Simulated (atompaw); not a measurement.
**A PAW (atompaw) potential for silicon, from input to tests**

Task: generate the file, and judge it by its logarithmic derivatives, its ghosts and its cutoff.

Method: atompaw 4.2.0.5, LDA (PW92), scalar-relativistic.

## Step 1: The atom and the settings

The settings as typed:

| Property | Result |
| --- | --- |
| element | silicon (Si, Z = 14) |
| type | PAW |
| frozen core | [Ne] |
| valence charge | 4 |
| reference configuration | 3s1.5 3p2.5 |
| partial waves | 3s (bound): rc 1.55 bohr; 3s channel at 0.15 Ry: rc 1.55 bohr; 3p (bound): rc 1.55 bohr; 3p channel at 0.75 Ry: rc 1.55 bohr; 3d channel at 0.3 Ry: rc 1.55 bohr |
| local potential | vpsmatchnc scheme with l = 3 at 0 Ry, radius 1.10 bohr |
| core correction | smooth core density matched at 0.80 bohr |
| augmentation charge | besselshape compensation charge, radius 1.25 bohr; PAW radius 1.55 bohr; waves and projectors: custom rrkj gramschmidtortho |

The nodes and maxima of the atom's own shells, from an earlier all-electron run, set the scale for the radii.

All-electron outer shells of the reference configuration (LDA (PW92), scalar-relativistic, ld1.x):

```json
{"shell": "2s", "level (eV)": "-139.56", "outermost node (bohr)": "0.15", "outermost maximum (bohr)": "0.45"}
{"shell": "2p", "level (eV)": "-96.42", "outermost node (bohr)": "–", "outermost maximum (bohr)": "0.39"}
{"shell": "3s", "level (eV)": "-11.27", "outermost node (bohr)": "0.72", "outermost maximum (bohr)": "1.77"}
{"shell": "3p", "level (eV)": "-4.46", "outermost node (bohr)": "0.72", "outermost maximum (bohr)": "2.11"}
```

## Step 2: Generation

Input file Si.input:

```
Si 14
LDA-PW scalarrelativistic loggrid 1500 logderivrange -3 5 201
3 3 0 0 0 0
3 0 1.5
3 1 2.5
0 0 0
c
c
v
c
v
2
1.55 1.25 1.10 0.80
y
0.15
n
y
0.75
n
y
0.3
n
custom rrkj gramschmidtortho besselshape
3 0 vpsmatchnc
1.55
1.55
1.55
1.55
1.55
PWSCFOUT
UPFDX 0.0125d0 UPFXMIN -7.d0 UPFZMESH 14.d0
END
```

The run is started by

```sh
atompaw < Si.input > Si.log
```

What does the calculation give? Wanted: cutoffs for 10 and 1 mRy, occupied levels; bound ghosts; largest phase difference near zero energy, channels read; lowest eigenvalue of the overlap; share of valence orbitals outside the PAW sphere; UPF file.

The runs gave:

| quantity | value |
| --- | --- |
| cutoffs for 10 and 1 mRy, occupied levels | 10 Ry and 25 Ry |
| bound ghosts | s at -80.53 eV, p at -9.80 eV |
| largest phase difference near zero energy, channels read | 3.138 rad |
| lowest eigenvalue of the overlap (Bessel basis) | 0.470 (s) |
| share of valence orbitals outside the PAW sphere | 3s 75 %, 3p 87 % |
| UPF file | written |

It has a bound ghost (s, p), a state that the atom doesn't have, and that rules the file out. By its cutoff, 10 Ry for the looser tolerance, it is soft on the atom. The slowest occupied level is 3s: taken alone it needs 18 Ry to come within 1 mRy, against 12 Ry for 3p. Near zero energy the largest phase difference among the channels read is 3.14 rad, in the p channel (at the energies tabulated). A step near π is an extra or missing state, not a misfit of shape. The pseudo curves have a pole with no partner nearby in the atom's: p at -0.71 Ry.
